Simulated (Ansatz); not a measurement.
# TcSe2 (fluorite): one cell, many starting occupations (series 2), part 2 of 2

Task: map the metastable states of TcSe2 (fluorite) by varying the start. Cell and atoms stay fixed. The cell was built by placing the elements on the sites of a structure type; the runs don't test whether it is the stable form.

Ansatz 0.2.0; DFT PBE+U (U_eff = 5 eV on Tc d), plane waves, PAW. The steps go on from the part before.

## Step 6: Random orbitals: drawn by pairs, second filling

Input file input.yaml:

```yaml
crystal:
  lattice:
    - [0.0, 3.14574899, 3.14574899]
    - [3.14574899, 0.0, 3.14574899]
    - [3.14574899, 3.14574899, 0.0]
  atoms:
    - { symbol: Tc, position: [0.0, 0.0, 0.0], spin: 1.0 }
    - { symbol: Se, position: [0.25, 0.25, 0.25] }
    - { symbol: Se, position: [0.75, 0.75, 0.75] }
basis:
  ecutwfc: 600
  ecutrho_ratio: 5
kpoints:
  mp_grid: { grid: [5, 5, 5] }
hamiltonian:
  xc: pbe
  hubbard:
    sites:
      - { site: 0, l: d, u_eff: 5.0, starting_ns: [{ spin: up, occupation_matrix: s0up }, { spin: down, occupation_matrix: s0down }] }
    occupation_matrices:
      s0up:
        matrix:
          - [0.25587, 0.0, -0.41042, 0.0, 0.0]
          - [0.0, 0.73413, 0.0, 0.0, 0.41042]
          - [-0.41042, 0.0, 0.73413, 0.0, 0.0]
          - [0.0, 0.0, 0.0, 0.02, 0.0]
          - [0.0, 0.41042, 0.0, 0.0, 0.25587]
      s0down:
        matrix:
          - [0.02, 0.0, 0.0, 0.0, 0.0]
          - [0.0, 0.02, 0.0, 0.0, 0.0]
          - [0.0, 0.0, 0.02, 0.0, 0.0]
          - [0.0, 0.0, 0.0, 0.97, 0.0]
          - [0.0, 0.0, 0.0, 0.0, 0.02]
    ns_hold: until_converged
scf:
  occupations: { method: gaussian, width: 0.05 }
  lower_state_search: "off"
  max_iter: 150
output:
  forces: true
  stress: true
  eigenvalues: true
  populations: true
  hubbard: { sites: [{ site: 0, l: d }] }
magnetization:
  spin_polarized: true
```

The typed matrices put 0.97 on the chosen orbitals and 0.02 on the others, and are held until the SCF converges, then released.

Command:

```bash
> ansatz run input.yaml --threads 2 --pin off --max-ram 3072MiB --backend cpu --events-out ev --progress --plain --runs-dir out
```

The log of the run:

```text
Warning: crystal.symmetry: narrowed to the stabiliser of the occupation matrices — unitary ops 48 → 4; lowered by the specified shell (site 0, l: d); largest admitted image defect 4.4e-16, smallest excluded 4.1e-1 — at a splitting's scale: the group the occupation matrices' own texture admits
Warning: RAYON_NUM_THREADS=2 ignored (pool sized by the plan → 2); use --threads N
Tc: projections on atomic orbitals take those of the free atom [Ar 3d10] 4s2 4p6 4d5 5s2, of charge +0.00 (hamiltonian.pseudopotentials.projection_atoms); the dataset's partial waves leave at most 5.0e-5 of an orbital's norm unspanned inside its sphere
Se: projections on atomic orbitals take those of the free atom [Ar] 3d10 4s2 4p4, of charge +0.00 (hamiltonian.pseudopotentials.projection_atoms); the dataset's partial waves leave at most 2.3e-6 of an orbital's norm unspanned inside its sphere
Engine: ansatz 0.2.0, aarch64-unknown-linux-gnu
Pseudopotentials: kind: paw
Pseudopotential: Tc, paw, valence charge 15, recommended cutoff 500 eV (normal), Tc.paw.azcp
Pseudopotential: Se, paw, valence charge 16, recommended cutoff 420 eV (normal), Se.paw.azcp
Functional definition: PBE
  parameter kappa = 0.804
  parameter beta = 0.06672455060314922
  exchange = pbe_x(kappa = kappa, mu = beta*pi^2/3)
  correlation = pbe_c(beta = beta)
Crystal: 3 atoms, lattice volume = 62.259 Å³
Basis set: ecut = 600 eV, 2085 PW (Γ), exchange–correlation on 80×80×80 points (8 copies of the dense FFT grid, shifted against one another)
Bands: 29, of which v1, the nominal top of the filled ones, is band 24 counted from 1 (23 counted from 0)
Symmetry: 4 space group operations
k-points: 39 of 125
Non-local potential: Tc, projectors of the file, l = 0: 3, l = 1: 3, l = 2: 2, l = 3: 2
Non-local potential: Se, projectors of the file, l = 0: 2, l = 1: 2, l = 2: 3, l = 3: 1
PAW form: soft (Blöchl's): semilocal exchange-correlation on the pseudo side does not see the compensation charge
PAW one-centre angular grid: Tc, 590 points (default); XC on 64 Gauss nodes
PAW one-centre angular grid: Se, 590 points (default); XC on 64 Gauss nodes
Initial density: superposition of atomic densities (chi_scale 0.1, normalization cell, long waves kept (reshape's long-wave potential 0.00 eV rms))
Starting moments: Σ|m| = 1 μB on 1 of 3 sites
Initial wavefunctions: pseudopotential atomic-orbital guess
Functional: x = pbe(κ = 0.804, μ = 0.2195149727645171), c = pbe(β = 0.06672455060314922)
SCF iter   1: F=—  HF=-16327.478598 eV  |F-HF|=—  |Δ(HF+E_count)|=         —  Δρ=4.41e-2 (↑4.41e-2 ↓3.86e-2)  dr2=4.75e0  dr2_m=2.97e-1  M=1.160 μB ∫|m|=1.619 μB  β_m=1.00  ethr=3.10e-3  ⟨swp⟩=5.4  Hψ=8109  notcnv=0
preconditioner: auto → Kerker (q_TF=auto, 2.603 Å⁻¹)  [metal: Δε(μ)=0.014 eV  Ē_g=8.565 eV  σ=0.050 eV  W_gap=0.15  n_scr=14 (ndim 8)  ℏωp=20.5 eV  f_vac=0.033  D(μ)=3.91/eV (n_scr^D=50)]
spin=Collinear: Kerker preconditioning applied to the charge; magnetization (m = ρ↑ − ρ↓) channel mixes plain (no charge-response kernel on spin).
SCF iter   2: F=—  HF=-16327.300539 eV  |F-HF|=—  |Δ(HF+E_count)|=   1.78e-1  Δρ=2.22e-2 (↑1.89e-2 ↓2.22e-2)  dr2=4.63e-1  dr2_m=5.96e-2  M=1.175 μB ∫|m|=2.005 μB  β_m=1.00  ethr=3.10e-3  ⟨swp⟩=2.1  Hψ=3517  notcnv=0  defer=72
SCF iter   3: F=—  HF=-16327.305808 eV  |F-HF|=—  |Δ(HF+E_count)|=   5.27e-3  Δρ=1.33e-2 (↑1.14e-2 ↓1.33e-2)  dr2=2.14e-1  dr2_m=6.56e-3  M=1.192 μB ∫|m|=2.146 μB  β_m=1.00  ethr=9.85e-4  ⟨swp⟩=2.0  Hψ=2628  notcnv=0  defer=74
SCF iter   4: F=—  HF=-16327.258987 eV  |F-HF|=—  |Δ(HF+E_count)|=   4.68e-2  Δρ=4.80e-3 (↑4.80e-3 ↓2.66e-3)  dr2=2.50e-2  dr2_m=3.04e-3  M=1.192 μB ∫|m|=2.211 μB  β_m=0.30  ethr=4.56e-4  ⟨swp⟩=3.0  Hψ=3716  notcnv=0  defer=74
Mixer restart at iter 4: flushing history
spin-set hold released at iteration 4 (site moments contracting): the magnetisation degrees of freedom join the quasi-Newton model from the next iteration; the mixer history was flushed
SCF iter   5: F=—  HF=-16327.261812 eV  |F-HF|=—  |Δ(HF+E_count)|=   2.82e-3  Δρ=3.81e-3 (↑3.81e-3 ↓2.17e-3)  dr2=1.84e-2  dr2_m=1.94e-3  M=1.192 μB ∫|m|=2.217 μB  β_m=0.65  ethr=5.32e-5  ⟨swp⟩=1.0  Hψ=2260  notcnv=0  defer=73
SCF iter   6: F=—  HF=-16327.266767 eV  |F-HF|=—  |Δ(HF+E_count)|=   4.95e-3  Δρ=9.75e-4 (↑9.75e-4 ↓8.14e-4)  dr2=4.29e-3  dr2_m=5.36e-5  M=1.192 μB ∫|m|=2.241 μB  β_m=0.77  ethr=3.92e-5  ⟨swp⟩=2.0  Hψ=3086  notcnv=0  defer=73
SCF iter   7: F=—  HF=-16327.267734 eV  |F-HF|=—  |Δ(HF+E_count)|=   9.68e-4  Δρ=6.94e-4 (↑6.94e-4 ↓5.67e-4)  dr2=1.93e-3  dr2_m=1.28e-5  M=1.192 μB ∫|m|=2.243 μB  β_m=0.85  ethr=9.14e-6  ⟨swp⟩=2.7  Hψ=3984  notcnv=0  defer=73
SCF iter   8: F=—  HF=-16327.268666 eV  |F-HF|=—  |Δ(HF+E_count)|=   9.32e-4  Δρ=4.90e-4 (↑4.90e-4 ↓2.81e-4)  dr2=5.67e-4  dr2_m=2.21e-5  M=1.192 μB ∫|m|=2.250 μB  β_m=0.77  ethr=4.11e-6  ⟨swp⟩=2.0  Hψ=3021  notcnv=0  defer=72
SCF iter   9: F=—  HF=-16327.268787 eV  |F-HF|=—  |Δ(HF+E_count)|=   1.21e-4  Δρ=2.09e-4 (↑2.09e-4 ↓1.02e-4)  dr2=2.73e-5  dr2_m=7.67e-6  M=1.192 μB ∫|m|=2.248 μB  β_m=0.88  ethr=1.21e-6  ⟨swp⟩=2.1  Hψ=2803  notcnv=0  defer=72
[... 12 lines left out ...]
SCF iter  21: F=—  HF=-16331.840941 eV  |F-HF|=—  |Δ(HF+E_count)|=   3.30e-1  Δρ=9.19e-3 (↑9.19e-3 ↓6.08e-3)  dr2=3.37e-2  dr2_m=2.00e-2  M=1.438 μB ∫|m|=2.636 μB  β_m=0.85  ethr=1.57e-11  ⟨swp⟩=7.0  Hψ=11448  notcnv=0  defer=88
SCF iter  22: F=—  HF=-16331.913332 eV  |F-HF|=—  |Δ(HF+E_count)|=   7.24e-2  Δρ=3.46e-3 (↑3.46e-3 ↓2.84e-3)  dr2=3.50e-3  dr2_m=4.81e-3  M=1.448 μB ∫|m|=2.789 μB  β_m=0.93  ethr=1.57e-11  ⟨swp⟩=6.6  Hψ=11191  notcnv=0  defer=91
SCF iter  23: F=—  HF=-16331.933451 eV  |F-HF|=—  |Δ(HF+E_count)|=   2.01e-2  Δρ=3.15e-3 (↑3.15e-3 ↓1.24e-3)  dr2=4.23e-3  dr2_m=2.44e-3  M=1.500 μB ∫|m|=2.930 μB  β_m=0.96  ethr=1.57e-11  ⟨swp⟩=6.3  Hψ=10377  notcnv=0  defer=90
SCF iter  24: F=—  HF=-16331.943436 eV  |F-HF|=—  |Δ(HF+E_count)|=   9.98e-3  Δρ=9.11e-4 (↑9.11e-4 ↓4.98e-4)  dr2=2.69e-4  dr2_m=2.08e-4  M=1.509 μB ∫|m|=3.060 μB  β_m=0.98  ethr=1.57e-11  ⟨swp⟩=6.5  Hψ=10719  notcnv=0  defer=90
SCF iter  25: F=—  HF=-16331.944470 eV  |F-HF|=—  |Δ(HF+E_count)|=   1.03e-3  Δρ=2.11e-4 (↑1.69e-4 ↓2.11e-4)  dr2=3.18e-5  dr2_m=1.43e-5  M=1.508 μB ∫|m|=3.115 μB  β_m=0.99  ethr=1.57e-11  ⟨swp⟩=6.1  Hψ=9023  notcnv=0  defer=90
SCF iter  26: F=—  HF=-16331.944523 eV  |F-HF|=—  |Δ(HF+E_count)|=   5.24e-5  Δρ=7.50e-5 (↑5.87e-5 ↓7.50e-5)  dr2=1.70e-6  dr2_m=2.20e-6  M=1.507 μB ∫|m|=3.112 μB  β_m=1.00  ethr=1.57e-11  ⟨swp⟩=4.7  Hψ=6996  notcnv=0  defer=90
SCF iter  27: F=—  HF=-16331.944534 eV  |F-HF|=—  |Δ(HF+E_count)|=   1.16e-5  Δρ=2.11e-5 (↑2.11e-5 ↓1.88e-5)  dr2=3.02e-7  dr2_m=1.71e-7  M=1.508 μB ∫|m|=3.117 μB  β_m=1.00  ethr=1.57e-11  ⟨swp⟩=4.0  Hψ=6429  notcnv=0  defer=90
iter 28 did not close the SCF: its close was put off for a magnetic moment that had not settled (scf_convergence_deferred on its scf_iter line)
SCF iter  28: F=-16331.944535 eV  HF=-16331.944535 eV  |F-HF|=5.09e-8  |Δ(HF+E_count)|=   9.10e-7  Δρ=6.74e-6 (↑4.45e-6 ↓6.74e-6)  dr2=2.63e-8  dr2_m=1.08e-8  M=1.508 μB ∫|m|=3.118 μB  β_m=1.00  ethr=1.57e-11  ⟨swp⟩=6.9  Hψ=10938  notcnv=0
SCF iter  29: F=-16331.944535 eV  HF=-16331.944535 eV  |F-HF|=1.44e-8  |Δ(HF+E_count)|=   1.04e-7  Δρ=3.14e-6 (↑1.32e-6 ↓3.14e-6)  dr2=4.26e-9  dr2_m=1.77e-9  M=1.508 μB ∫|m|=3.118 μB  ethr=1.57e-11  ⟨swp⟩=2.0  Hψ=7183  notcnv=0
WARN: hamiltonian.hubbard: on 1 of 2 specified blocks the occupation matrix of this SCF's result fails the test of the specified filling. At site 0 ↑ (sites count from 0 in the list of atoms of the cell that this SCF solves) the least filled combination of the orbitals specified full has occupation 0.743, and the fullest combination of the orbitals specified empty has occupation 0.957; the filling counts as kept where the first is at least 0.75 and exceeds the second by more than 0.25. The state of this SCF's result may not hold the specified filling, though these bounds can also misjudge a state that does. This warning does not say which state is lower in energy, or whether the specified filling is a self-consistent state at all; see hamiltonian.hubbard.sites[].starting_ns, Limitations, and scf.initial_density.shell_occupations in the input reference
SCF 1 converged in 29 iterations: F = -16331.944535 eV  dr2 = 4.26e-9
SCF converged after 29 iterations
Magnetization: 1.5075 μB (24.2538 up, 22.7462 down)
Absolute magnetization: 3.0829 μB (∫|ρ↑−ρ↓|, with the PAW one-centre terms)
Spin contamination: 0.4415 ħ² per cell (⟨S²⟩ above its minimum at these occupations)
Per-site moments (μB) at R_I (Å): [(1.9838722514203573, 1.1237731474485613), (-0.3192680481524255, 1.1237731474485615), (-0.31926804815242565, 1.1237731474485613)]
Free energy (F): -16331.944535 eV
Harris-Foulkes:  -16331.944535 eV  (|F-HF|=1.44e-8)
Internal energy: -16331.942386 eV  (E = F + TS)
E sigma→0 (E₀):  -16331.943461 eV
Entropy (-TS):   -0.002149 eV (-0.716 meV/atom)
Fermi energy:    11.992816 eV
--- Per-component energies (eV) ---
  E_band       = -861.215089
  E_kinetic    = 862.231078
  E_local      = -6080.345581  (includes V_loc(G=0)·N_el)
  E_nonlocal   = -902.495235
  E_hartree    = 2721.587854
  E_xc         = -447.238893
  E_vxc        = -490.334515  (∫ρ·V_xc dr)
  E_hubbard    = 3.265511  (on-site DFT+U / exact-exchange correction)
  E_vhub       = -8.390758  (the Hubbard potential's part of the band-sum identity)
  E_paw        = -7102.558861  (= ΣΔE_a)
  E_vpaw       = 314.942790  (= ΣTr[D̂ρ^β])
  E_aug_tail   = -0.000057  (compensation charges beyond the density's cutoff)
  E_ewald      = -5386.388204
  E_smearing   = -0.002149  (= −TS)
  E_closure    = -0.000000  (closes the sum)
  Σ components = -16331.944535   (vs F -16331.944535, Δ=0.00e0)
--- Specified on-site occupations, and those of the state reported ---
  electrons in the specified blocks: 3.0500 specified, 5.9687 found
  site 0 (l=d) ↑: largest change of an orbital's occupation 0.9373; electrons 2.0000 specified, 4.1534 found; spectral distance 1.2482
  site 0 (l=d) ↓: largest change of an orbital's occupation 0.2739; electrons 1.0500 specified, 1.8153 found; spectral distance 0.4386
--- Forces (eV/Å), atoms counted from 1 ---
  atom   1  Tc     0.00000000     0.00000000     0.00000000
  atom   2  Se     0.00007117     0.00000000     0.00000000
  atom   3  Se    -0.00007117     0.00000000     0.00000000
  max |Σ_I F_I| component: 0.00e0 eV/Å
--- Stress (GPa, compression-positive) ---
        1.616823       0.000000       0.000000
        0.000000       1.612503      -0.000038
        0.000000      -0.000036       0.554473
  P = ⅓ Tr σ = 1.2613 GPa (12.613 kbar)
--- Band table (eV; the first three rows and the last of 78) ---
  k-point 0 ↑: bands = ["-55.0986", "-35.9714", "-35.9667", "-35.9667", "-35.9629", "-35.9629", "-35.9603", "-35.9603", "-35.9603", "-35.9564", "-35.9492", "-27.8232", "-26.9400", "-26.9381", "-2.7319", "0.9874", "6.1265", "6.1268", "6.3220", "7.5554", "8.6428", "11.9435", "11.9435", "11.9509", "13.5670", "13.5673", "13.8085", "16.3446", "16.5763"]
  k-point 1 ↑: bands = ["-55.0986", "-35.9703", "-35.9664", "-35.9662", "-35.9632", "-35.9632", "-35.9614", "-35.9599", "-35.9592", "-35.9567", "-35.9502", "-27.8245", "-26.9418", "-26.9392", "-2.4180", "0.4062", "6.3539", "6.4526", "7.2105", "7.4873", "8.4732", "10.2440", "11.3474", "11.4113", "12.5879", "13.4602", "13.5493", "17.3211", "17.6394"]
  k-point 2 ↑: bands = ["-55.0985", "-35.9675", "-35.9654", "-35.9651", "-35.9641", "-35.9641", "-35.9640", "-35.9588", "-35.9576", "-35.9563", "-35.9529", "-27.8267", "-26.9453", "-26.9403", "-1.6419", "-0.5821", "6.5716", "6.7012", "7.9576", "8.4557", "8.6623", "9.0104", "9.9206", "10.0057", "11.2857", "13.6070", "13.6375", "18.4601", "19.8022"]
  k-point 38 ↓: bands = ["-53.6237", "-36.0187", "-36.0172", "-36.0165", "-36.0163", "-36.0153", "-36.0146", "-36.0124", "-36.0121", "-36.0095", "-36.0082", "-25.7818", "-25.5676", "-25.5649", "-1.4889", "-0.9650", "6.1157", "6.4392", "8.4662", "9.4375", "10.5171", "11.1081", "12.0024", "14.2160", "14.7045", "14.7319", "16.1977", "17.8266", "19.1560"]
Occupation matrices written to <dir>
--- Löwdin populations: 3 sites ---
  site symbol       q [e]    m [muB]
     0     Tc     14.4961     2.3789
     1     Se     16.1651    -0.4488
     2     Se     16.1651    -0.4488
  spilling = 0.003693 (of n_electrons = 47.000000)
--- Occupation matrices: 1 shell (run DFT+U table (all-electron-ortho-atomic); ε = 7.45e-3) ---
  Tc0 d_4D: site group Oh (m-3m)
  Tc0 d_4D up     Tr n = 4.1534  λ = 0.716 0.753 0.753 0.957 0.975  [xy 1.00 (T2g 1.00) T2g(1.00) | 2× yz 0.50 (T2g 1.00) T2g(1.00) | x2-y2 1.00 (Eg 1.00) Eg(1.00) | z2 1.00 (Eg 1.00) Eg(1.00)]
  Tc0 d_4D dn     Tr n = 1.8153  λ = 0.041 0.225 0.294 0.294 0.962  [z2 1.00 (Eg 1.00) Eg(1.00) | xy 1.00 (T2g 1.00) T2g(1.00) | 2× yz 0.50 (T2g 1.00) T2g(1.00) | x2-y2 1.00 (Eg 1.00) Eg(1.00)]
  specified occupation → Tc0 d_4D up: matrix, ‖Δ‖_F = 1.5105, Tr Δ = -2.1534, displaced = 1.4743, d_λ = 1.2482; orbital distance = 1.8717
  specified occupation → Tc0 d_4D dn: matrix, ‖Δ‖_F = 0.4386, Tr Δ = -0.7653, displaced = 0.3907, d_λ = 0.4386; orbital distance = 0.0014
  Tr n, λ and their labels are of the run-group-symmetrised matrices; stabiliser: 8 of 96 elements of G0×{1,Θ} (closed), max defect 2.5e-4 at τ = 1.6e-3
```

Wall time 54 s (2 threads of Arm Neoverse N1, shared host); peak memory 0.58 GiB.

Result: no gap, pressure 1.3 GPa, moments in spheres Tc 1.98; Se -0.32 μB, largest force component 0.00 eV/Å, 4 symmetry operations imposed. The program reports that the typed filling wasn't kept.

How the shells are filled (orbitals counted by the eigenvalues of the occupation matrices):

```csv
shell,channel,electrons,over 0.8,0.2 to 0.8,under 0.2
Tc 4d (atom 1),up,4.15,2,3,0
Tc 4d (atom 1),down,1.82,1,3,1
```

## Step 7: The states in order of energy

What follows sums up all 2 parts.

Energies count from the lowest free state and have the smearing extrapolated to zero.

| start | energy (meV/atom) | gap (eV) | pressure (GPa) | largest moment (μB) | SCF cycles | time |
| --- | --- | --- | --- | --- | --- | --- |
| random orbitals: drawn by pairs, second filling | 0.0 | metal | 1.3 | 1.98 | 29 | 54 s |
| random orbitals: drawn by pairs, first filling (earlier series) | 31.6 | metal | 11.2 | 3.14 | 28 | 15 s |
| random orbitals: single harmonics, second filling | 31.6 | metal | 11.2 | 3.14 | 32 | 43 s |
| random orbitals: fully mixed, first filling | 31.6 | metal | 11.2 | 3.14 | 27 | 76 s |
| random orbitals: single harmonics, first filling | 31.6 | metal | 11.2 | 3.14 | 29 | 37 s |
| random orbitals: fully mixed, one electron fewer | 31.6 | metal | 11.2 | 3.14 | 28 | 70 s |

The 6 free runs end at 2 energies more than 1 meV/atom apart (states closer than that can still differ), spread over 32 meV/atom; the lowest came from «random orbitals: drawn by pairs, second filling». So large a U on a 4d or 5d shell is far over usual values; moments found here can be its artefacts. The lowest state found need not be the ground state, and the geometry wasn't relaxed for any of them.
